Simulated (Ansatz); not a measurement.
# C₂H₆BFO₂: a ladder of functionals and wavefunction methods

The task here is to estimate one member of a computed series from the others.

Computed with Ansatz 0.2.0, Gaussian basis. Level: functionals in def2-TZVPP, the program's frozen cores in correlated methods.

The runs, in order: LDA (SPW92), PBE-D4, revPBE-D4, BLYP-D4, r2SCAN-D4, B97M-V, PBE0-D4, B3LYP-D4, r2SCANh-D4, r2SCAN0-D4, HSE06-D4, BHLYP-D4, CAM-B3LYP-D4, LC-ωPBE, ωB97X-V, ωB97M-V, B2PLYP, PBE-QIDH; CCSD(T)/def2-SVP; CCSD(T)/def2-TZVPP; MP2/def2-QZVPP; extrapolation to the limit; RPA on PBE.

## The relaxed structure

All runs share one geometry, relaxed beforehand with PBE0-D4 in a triple-zeta def2 set.

SMILES `CB(O)OCF`, 12 atoms, charge 0, spin multiplicity 1.

Atoms are counted from 1 here; the program's logs count them from 0.

Bond lengths: C1–B2 1.565 Å, C1–H7 1.090 Å, C1–H8 1.093 Å, C1–H9 1.095 Å, B2–O3 1.357 Å, B2–O4 1.384 Å, O3–H10 0.962 Å, O4–C5 1.374 Å, C5–F6 1.374 Å, C5–H11 1.092 Å, C5–H12 1.095 Å. Angles: B2–C1–H7 111.0°, B2–C1–H8 111.6°, B2–C1–H9 111.2°, H7–C1–H8 108.5°, H7–C1–H9 107.7°, H8–C1–H9 106.6°, C1–B2–O3 120.2°, C1–B2–O4 123.9°, O3–B2–O4 115.8°, B2–O3–H10 112.0°, B2–O4–C5 121.8°, O4–C5–F6 110.0°, O4–C5–H11 108.4°, O4–C5–H12 112.2°, F6–C5–H11 107.6°, F6–C5–H12 107.1°, H11–C5–H12 111.4°.

The first run:

in.yaml reads:

```yaml
crystal:
  periodic: [false, false, false]
  atoms:
    - {symbol: C, position_ang: [-0.641882, -1.205503, -0.549599]}
    - {symbol: B, position_ang: [-0.493785, -0.244111, 0.677011]}
    - {symbol: O, position_ang: [-1.254896, -0.428628, 1.785286]}
    - {symbol: O, position_ang: [0.401117, 0.810471, 0.728702]}
    - {symbol: C, position_ang: [1.175016, 1.158368, -0.352500]}
    - {symbol: F, position_ang: [0.438979, 1.911969, -1.235142]}
    - {symbol: H, position_ang: [-1.454996, -1.914617, -0.394811]}
    - {symbol: H, position_ang: [-0.834459, -0.652274, -1.472871]}
    - {symbol: H, position_ang: [0.274901, -1.781445, -0.715082]}
    - {symbol: H, position_ang: [-1.072488, 0.230228, 2.462405]}
    - {symbol: H, position_ang: [2.001752, 1.777686, 0.000857]}
    - {symbol: H, position_ang: [1.537642, 0.282658, -0.900256]}
basis:
  gaussian: {orbitals: def2-TZVPP}
hamiltonian: {xc: lda}
output: {orbitals: {seedname: orbitals}}
```

Steps of the session up to this table: LDA; PBE-D4 (GGA); revPBE-D4 (GGA); BLYP-D4 (GGA); r2SCAN-D4 (meta-GGA); B97M-V (meta-GGA); PBE0-D4 (hybrid); B3LYP-D4 (hybrid); r2SCANh-D4 (hybrid); r2SCAN0-D4 (hybrid); HSE06-D4 (hybrid); BHLYP-D4 (hybrid); CAM-B3LYP-D4 (range-separated); LC-ωPBE (range-separated); ωB97X-V (range-separated); ωB97M-V (range-separated); B2PLYP (double hybrid); PBE-QIDH (double hybrid).

One of the session's tables, all rows but one given; the rest of the session is left out.

It belongs to the step «Frontier levels by functional». 

| functional | HOMO (eV) | LUMO (eV) | gap (eV) |
| --- | --- | --- | --- |
| LDA (SPW92) | -7.54 | -0.31 | 7.23 |
| PBE-D4 | -7.40 | -0.02 | 7.38 |
| revPBE-D4 | -7.34 | 0.10 | 7.44 |
| BLYP-D4 | -7.36 | 0.05 | 7.41 |
| r2SCAN-D4 | -7.75 | 0.43 | 8.18 |
| B97M-V | -7.89 | 0.30 | 8.19 |
| PBE0-D4 | -9.03 | 0.91 | 9.94 |
| B3LYP-D4 | -8.81 | 0.56 | 9.38 |
| r2SCANh-D4 | -8.35 | 0.80 | 9.15 |
| r2SCAN0-D4 | -9.26 | 1.31 | 10.57 |
| HSE06-D4 | -8.62 | 0.55 | 9.16 |
| BHLYP-D4 | -10.61 | 1.46 | 12.07 |
| CAM-B3LYP-D4 | ? | ? | ? |
| LC-ωPBE | -11.85 | 2.92 | 14.78 |
| ωB97X-V | -11.52 | 2.70 | 14.23 |
| ωB97M-V | -11.43 | 2.22 | 13.65 |

Estimate the missing values for CAM-B3LYP-D4.

The run gave: HOMO (eV): -10.54; LUMO (eV): 1.62; gap (eV): 12.16. In the column «HOMO (eV)» it lies between BHLYP-D4 (-10.61) and r2SCAN0-D4 (-9.26).
